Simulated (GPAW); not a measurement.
Runs of GPAW 26.7.0 on In3SbTe2. The structure is trigonal, space group P-3m1 (No. 164). The conventional cell has a = 4.428 Å, b = 4.428 Å, c = 10.756 Å, α = 90.00°, β = 90.00°, γ = 120.00°. Around Te (site symmetry 3m) lie 6 In at 3.15 Å. Sb (site symmetry -3m) is surrounded by 6 In at 3.06 Å. In (site symmetry 3m) is surrounded by 3 Sb at 3.06 Å and 3 Te at 3.15 Å. Around In (site symmetry -3m) lie 6 Te at 3.15 Å. The cell comes from a database or a generator and needn't be the stable form of this composition.

| task | level | potentials or basis | k mesh | band path | band points | gap on the mesh (eV) | pressure (GPa) | largest force (eV/Å) |
| --- | --- | --- | --- | --- | --- | --- | --- | --- |
| single point | PBEsol | PAW data sets generated in the run's folder for this functional, pw | 7 × 7 × 3 | - | - | none | -3.2 | 0.15 |
| band structure | PBEsol | PAW data sets generated in the run's folder for this functional, pw | 5 × 5 × 2 | GMKGALHA,LM,KH | 80 | - | -3.0 | 0.09 |
| band structure | LDA | the program's PAW data sets (release 1.2.1) made for this functional, pw | 5 × 5 × 2 | GMKGALHA,LM,KH | 80 | - | (a) | 0.09 |
| single point | TB-mBJ | GPAW PAW data sets for LDA (gpaw-data 1.2.1), pw | 6 × 6 × 2 | - | - | none | - | - |

Alike in all rows: no spin polarisation; cell as given; cutoff (eV) 600; smearing fermi-dirac 0.05 eV.

**Question.** Estimate the missing entries.

**Answer.** (a) -4.4.

Caveats: spin-orbit coupling is left out, which moves the levels of the heavy elements (some runs); a model potential gives levels but no total energy (some runs); the PAW data sets were made with another functional, which shifts forces and pressure a little (some runs).

A k mesh can miss the band edges, and the runs leave out spin-orbit coupling on In, Sb, Te.

A gap of «none» marks a metal or a gap under the smearing width.
